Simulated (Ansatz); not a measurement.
# CH6B2ClN: how energies converge with the basis set

One table from this session's results is given with a row withheld; the runs are named, their logs left out.

The runs use Ansatz 0.2.0, Gaussian basis; one geometry, several basis sets.

Plan: PBE0-D4/def2-SVP; ωB97M-V/def2-SVP; PBE0-D4/def2-QZVPP; ωB97M-V/def2-QZVPP; the functionals' def2-TZVPP values are taken from earlier runs.

## The relaxed structure

All runs share one geometry, relaxed beforehand with PBE0-D4 in a triple-zeta def2 set.

SMILES `BC(Cl)BN`, 11 atoms, charge 0, spin multiplicity 1.

Atoms are counted from 1 here; the program's logs count them from 0.

Bond lengths: B1–C2 1.536 Å, B1–H6 1.193 Å, B1–H7 1.199 Å, C2–Cl3 1.799 Å, C2–B4 1.600 Å, C2–H8 1.093 Å, B4–N5 1.385 Å, B4–H9 1.195 Å, N5–H10 1.006 Å, N5–H11 1.007 Å. Angles: C2–B1–H6 122.4°, C2–B1–H7 117.4°, H6–B1–H7 120.1°, B1–C2–Cl3 116.0°, B1–C2–B4 106.0°, B1–C2–H8 112.7°, Cl3–C2–B4 105.6°, Cl3–C2–H8 107.0°, B4–C2–H8 109.0°, C2–B4–N5 120.6°, C2–B4–H9 120.2°, N5–B4–H9 119.3°, B4–N5–H10 122.5°, B4–N5–H11 123.8°, H10–N5–H11 113.7°.

Geometry (Å):

```xyz
11
CH6B2ClN
B     1.2510    0.5036    1.1310
C     0.3032   -0.5836    0.6019
Cl   -0.6322   -1.4886    1.8438
B    -0.7865    0.1772   -0.2888
N    -0.8246   -0.0037   -1.6610
H     1.1573    0.9517    2.2326
H     2.0551    0.9539    0.3646
H     0.8151   -1.3254   -0.0172
H    -1.5742    0.9139    0.2253
H    -1.5010    0.4539   -2.2480
H    -0.1976   -0.6099   -2.1635
```

Set-up of the first run:

Contents of in.yaml:

```yaml
crystal:
  periodic: [false, false, false]
  atoms:
    - {symbol: B, position_ang: [1.250997, 0.503586, 1.130999]}
    - {symbol: C, position_ang: [0.303236, -0.583569, 0.601880]}
    - {symbol: Cl, position_ang: [-0.632242, -1.488631, 1.843766]}
    - {symbol: B, position_ang: [-0.786509, 0.177245, -0.288848]}
    - {symbol: N, position_ang: [-0.824599, -0.003713, -1.660965]}
    - {symbol: H, position_ang: [1.157329, 0.951731, 2.232649]}
    - {symbol: H, position_ang: [2.055064, 0.953892, 0.364582]}
    - {symbol: H, position_ang: [0.815073, -1.325370, -0.017164]}
    - {symbol: H, position_ang: [-1.574191, 0.913894, 0.225286]}
    - {symbol: H, position_ang: [-1.501013, 0.453856, -2.247966]}
    - {symbol: H, position_ang: [-0.197645, -0.609922, -2.163520]}
basis:
  gaussian: {orbitals: def2-SVP}
hamiltonian: {xc: pbe0, dispersion: d4}
output: {orbitals: {seedname: orbitals}}
```

Command:

```bash
> ansatz run in.yaml --threads 4 --pin off --events-out ev --progress --plain --max-ram 10444MiB
```

Steps of the session up to this table: PBE0-D4 in def2-SVP; ωB97M-V in def2-SVP; PBE0-D4 in def2-QZVPP; ωB97M-V in def2-QZVPP.

One of the session's tables, all rows but one given; the rest of the session is left out.

It belongs to the step «Functionals by basis». 

| functional | basis | HOMO (eV) | LUMO (eV) |
| --- | --- | --- | --- |
| PBE0-D4 | def2-SVP | ? | ? |
| PBE0-D4 | def2-TZVPP | -7.78 | -1.76 |
| PBE0-D4 | def2-QZVPP | -7.82 | -1.80 |
| ωB97M-V | def2-SVP | -9.83 | 0.49 |
| ωB97M-V | def2-TZVPP | -10.07 | 0.19 |
| ωB97M-V | def2-QZVPP | -10.11 | 0.11 |

Estimate the missing values for PBE0-D4, def2-SVP.

**Answer.** HOMO (eV): -7.58; LUMO (eV): -1.57. In the column «HOMO (eV)» it is the highest.
